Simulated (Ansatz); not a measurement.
# HgH3: the cost of one run

Program: Ansatz 0.2.0. Level of theory: DFT PBE, scalar-relativistic, plane waves, PAW. These are calculated values, not measurements.

### 1 Starting point

It takes space group Pm-3m (No. 221, cubic). Conventional cell: a = 3.484 Å, b = 3.484 Å, c = 3.484 Å, α = 90.00°, β = 90.00°, γ = 90.00°. Hg (site symmetry m-3m) is surrounded by 12 H at 2.46 Å. Around H (site symmetry 4/mmm) lie 4 Hg at 2.46 Å and 8 H at 2.46 Å.

Coordinates:

```cif
data_structure
_symmetry_space_group_name_H-M 'P 1'
_symmetry_Int_Tables_number 1
_cell_length_a 3.4843
_cell_length_b 3.4843
_cell_length_c 3.4843
_cell_angle_alpha 90.000
_cell_angle_beta 90.000
_cell_angle_gamma 90.000
_cell_volume 42.30
loop_
_atom_site_label
_atom_site_type_symbol
_atom_site_fract_x
_atom_site_fract_y
_atom_site_fract_z
_atom_site_occupancy
Hg1 Hg 0.00000 0.00000 0.00000 1
H1 H 0.00000 0.50000 0.50000 1
H2 H 0.50000 0.00000 0.50000 1
H3 H 0.50000 0.50000 0.00000 1
```

This is candidate A: Cu3Au (L1_2) type (Pm-3m, No. 221).

(A quick probe on a coarse mesh, which set the mesh and smearing, is not shown.)

### 3 Coarse relaxation (candidate A)

input.yaml

```yaml
crystal:
  lattice:
    - [3.4842748984, 0.0, 0.0]
    - [0.0, 3.4842748984, 0.0]
    - [0.0, 0.0, 3.4842748984]
  atoms:
    - { symbol: Hg, position: [0.0, 0.0, 0.0] }
    - { symbol: H, position: [0.0, 0.5, 0.5] }
    - { symbol: H, position: [0.5, 0.0, 0.5] }
    - { symbol: H, position: [0.5, 0.5, 0.0] }
basis:
  ecutwfc: 420
kpoints:
  mp_grid: { grid: [6, 6, 6] }
hamiltonian:
  xc: pbe
scf:
  occupations: { method: gaussian, width: 0.1 }
  lower_state_search: "off"
output:
  forces: true
  stress: true
  eigenvalues: true
relax:
  adjacent_minimum: "off"
  f_tol: 0.04
  max_steps: 70
  cell: { stress_tol: 0.4 }
```

Started as:

```console
> ansatz run input.yaml --threads 1 --pin off --max-ram 2560MiB --backend cpu --events-out ev --progress --plain --runs-dir out
```

What time and memory should one allow on 1 thread of Intel Xeon Platinum 8488C (Sapphire Rapids), shared host?

About 3.1 s, with a peak of 0.33 GiB.
